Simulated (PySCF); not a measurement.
**The bond of EuBr, level by level**

The task here is to estimate one member of a computed series from the others.

The runs use PySCF 2.14.0; Eu ANO-RCC-VTZP, Br ANO-RCC-VTZP, spin-free X2C with a Gaussian nucleus.

Set-up of the first run:

Settings of the job:

| Quantity | Value |
| --- | --- |
| atoms | Eu, Br |
| charge | 0 |
| basis | Eu ANO-RCC-VTZP, Br ANO-RCC-VTZP |
| Hamiltonian | spin-free X2C with a Gaussian nucleus |
| basis functions | 147 |
| electrons treated | 98 |
| masses in u | 152.9212, 78.9183 |
| levels | PBE0, PBE, r²SCAN, r²SCANh, BLYP, ωB97X, HF, MP2, SCS-MP2 |
| grid | 80 radial by 434 angular points |
| occupations | held fixed by the projection of orbital angular momentum |
| dissociation limit | Eu + Br, each in its ground configuration |
| starting distance in angstrom | 2.625 |
| values of 2S to try | 6, 8 |

Launch:

```bash
> OMP_NUM_THREADS=4 python dia.py task.json out
```

Among the steps run: The job; PBE0 along the bond; Other states along the same grid; PBE; r²SCAN (meta-GGA); r²SCANh; BLYP; ωB97X (range-separated hybrid); UHF.

One table of the session follows, with a row left open; its other results are not shown here.

Energy (eV) from each level's lowest point:

| R (Å) | UHF | UHF-MP2 | UHF-SCS-MP2 | PBE | BLYP |
| --- | --- | --- | --- | --- | --- |
| 2.337 | 1.413 | 0.792 | 0.933 | 0.800 | 0.942 |
| 2.446 | ? | ? | ? | ? | ? |
| 2.555 | 0.327 | 0.087 | 0.135 | 0.100 | 0.151 |
| 2.636 | 0.143 | 0.011 | 0.033 | 0.019 | 0.043 |
| 2.718 | 0.041 | 0.000 | 0.000 | 0.000 | 0.000 |
| 2.800 | 0.000 | 0.038 | 0.020 | 0.028 | 0.007 |
| 2.908 | 0.017 | 0.144 | 0.104 | 0.117 | 0.072 |
| 3.044 | 0.116 | 0.331 | 0.271 | 0.283 | 0.211 |
| 3.207 | 0.303 | 0.600 | 0.521 | 0.523 | 0.425 |
| 3.425 | 0.608 | 0.982 | 0.887 | 0.868 | 0.742 |

Q: Estimate the row for R (Å) = 2.446 from the others.

Worked estimate for «UHF». A straight line through the neighbours (2.337, 1.413) and (2.555, 0.327) gives 1.413 + (0.327 − 1.413) × (2.446 − 2.337) / (2.555 − 2.337) = 0.870; a parabola fitted to 3 rows on both sides gives 0.762.

**Answer.** UHF: 0.739; UHF-MP2: 0.328; UHF-SCS-MP2: 0.418; PBE: 0.343; BLYP: 0.436. In «UHF» the line misses by +0.131 and the parabola by +0.023.
